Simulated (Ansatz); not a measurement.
**CH3AsO2S: how energies converge with the basis set**

One table from this session's results is given with a row withheld; the runs are named, their logs left out.

Computed with Ansatz 0.2.0, Gaussian basis. Level: one geometry, several basis sets.

The runs, in order: PBE0-D4/def2-SVP; ωB97M-V/def2-SVP; PBE0-D4/def2-QZVPP; ωB97M-V/def2-QZVPP; the functionals' def2-TZVPP values are taken from earlier runs.

**Structure used throughout**

An earlier PBE0-D4 in a triple-zeta def2 set relaxation fixed the geometry.

SMILES `O[As]1OCS1`, 8 atoms, charge 0, spin multiplicity 1.

Atoms are counted from 1 here; the program's logs count them from 0.

Bond lengths: O1–As2 1.784 Å, O1–H6 0.963 Å, As2–O3 1.799 Å, As2–S5 2.239 Å, O3–C4 1.409 Å, C4–S5 1.842 Å, C4–H7 1.093 Å, C4–H8 1.092 Å. Angles: As2–O1–H6 109.7°, O1–As2–O3 99.7°, O1–As2–S5 99.4°, O3–As2–S5 78.3°, As2–O3–C4 102.2°, O3–C4–S5 103.8°, O3–C4–H7 111.2°, O3–C4–H8 110.8°, S5–C4–H7 110.1°, S5–C4–H8 110.5°, H7–C4–H8 110.2°, As2–S5–C4 75.2°.

The first run:

in.yaml

```yaml
crystal:
  periodic: [false, false, false]
  atoms:
    - {symbol: O, position_ang: [-1.558463, 1.309944, 0.132804]}
    - {symbol: As, position_ang: [-0.197132, 0.735418, 1.132628]}
    - {symbol: O, position_ang: [-0.121054, -0.976711, 0.584140]}
    - {symbol: C, position_ang: [0.812536, -0.910187, -0.468576]}
    - {symbol: S, position_ang: [1.439554, 0.819693, -0.392417]}
    - {symbol: H, position_ang: [-2.244455, 1.679058, 0.699319]}
    - {symbol: H, position_ang: [0.333877, -1.094827, -1.433493]}
    - {symbol: H, position_ang: [1.627437, -1.619388, -0.310106]}
basis:
  gaussian: {orbitals: def2-SVP}
hamiltonian: {xc: pbe0, dispersion: d4}
output: {orbitals: {seedname: orbitals}}
```

Among the steps run: PBE0-D4 in def2-SVP; ωB97M-V in def2-SVP; PBE0-D4 in def2-QZVPP; ωB97M-V in def2-QZVPP.

One table of the session follows, with a row left open; its other results are not shown here.

It belongs to the step «Density functionals: the series». 

| functional | basis | HOMO (eV) |
| --- | --- | --- |
| PBE0-D4 | def2-SVP | -6.94 |
| PBE0-D4 | def2-TZVPP | -7.04 |
| PBE0-D4 | def2-QZVPP | ? |
| ωB97M-V | def2-SVP | -9.07 |
| ωB97M-V | def2-TZVPP | -9.20 |
| ωB97M-V | def2-QZVPP | -9.26 |

**Question.** Estimate the row for PBE0-D4, def2-QZVPP.

The run gave: HOMO (eV): -7.08. In the column «HOMO (eV)» it lies between ωB97M-V, def2-SVP (-9.07) and PBE0-D4, def2-TZVPP (-7.04).
